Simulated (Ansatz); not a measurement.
# NaV16: the cost of one run

Method: DFT PBEsol, plane waves, PAW, scalar-relativistic, no spin polarisation, in Ansatz 0.2.0.

### Step 1. The starting structure

The cell holds 17 atoms (NaV16): a = 6.040 Å, b = 6.040 Å, c = 6.040 Å, α = 90.00°, β = 90.00°, γ = 90.00°.

As a file:

```
CELL_PARAMETERS angstrom
6.04000 0.00000 0.00000
0.00000 6.04000 0.00000
0.00000 0.00000 6.04000
ATOMIC_POSITIONS crystal
V 0.00000 0.00000 0.00000
V 0.50000 0.00000 0.00000
V 0.00000 0.50000 0.00000
V 0.00000 0.00000 0.50000
V 0.25000 0.25000 0.25000
V 0.50000 0.50000 0.00000
V 0.50000 0.00000 0.50000
V 0.75000 0.25000 0.25000
V 0.00000 0.50000 0.50000
V 0.25000 0.75000 0.25000
V 0.25000 0.25000 0.75000
V 0.50000 0.50000 0.50000
V 0.75000 0.75000 0.25000
V 0.75000 0.25000 0.75000
V 0.25000 0.75000 0.75000
V 0.75000 0.75000 0.75000
Na 0.25702 0.62819 0.99678
```

### Step 2. Relaxing the start

File input.yaml:

```yaml
crystal:
  lattice:
    - [6.04, 0.0, 0.0]
    - [0.0, 6.04, 0.0]
    - [0.0, 0.0, 6.04]
  atoms:
    - { symbol: V, position: [0.0, 0.0, 0.0] }
    - { symbol: V, position: [0.5, 0.0, 0.0] }
    - { symbol: V, position: [0.0, 0.5, 0.0] }
    - { symbol: V, position: [0.0, 0.0, 0.5] }
    - { symbol: V, position: [0.25, 0.25, 0.25] }
    - { symbol: V, position: [0.5, 0.5, 0.0] }
    - { symbol: V, position: [0.5, 0.0, 0.5] }
    - { symbol: V, position: [0.75, 0.25, 0.25] }
    - { symbol: V, position: [0.0, 0.5, 0.5] }
    - { symbol: V, position: [0.25, 0.75, 0.25] }
    - { symbol: V, position: [0.25, 0.25, 0.75] }
    - { symbol: V, position: [0.5, 0.5, 0.5] }
    - { symbol: V, position: [0.75, 0.75, 0.25] }
    - { symbol: V, position: [0.75, 0.25, 0.75] }
    - { symbol: V, position: [0.25, 0.75, 0.75] }
    - { symbol: V, position: [0.75, 0.75, 0.75] }
    - { symbol: Na, position: [0.2570238, 0.6281938, -0.0032159] }
basis:
  ecutwfc: 420.0
kpoints:
  mp_grid: { grid: [2, 2, 2] }
hamiltonian:
  xc: pbesol
scf:
  occupations: { method: fermi_dirac, width: 0.15 }
  lower_state_search: "off"
relax:
  f_tol: 0.08
  max_steps: 25
  adjacent_minimum: "off"
output:
  write_density: true
  write_potential: true
  elf: true
  volumetric_format: npy
```

Command:

```sh
> ansatz run input.yaml --threads 2 --pin off --max-ram 5120MiB --backend cpu --events-out ev --progress --plain --runs-dir out
```

What time and memory should one allow on 2 threads of Arm Neoverse V1, shared host?

About 1.8 min, with a peak of 0.74 GiB.
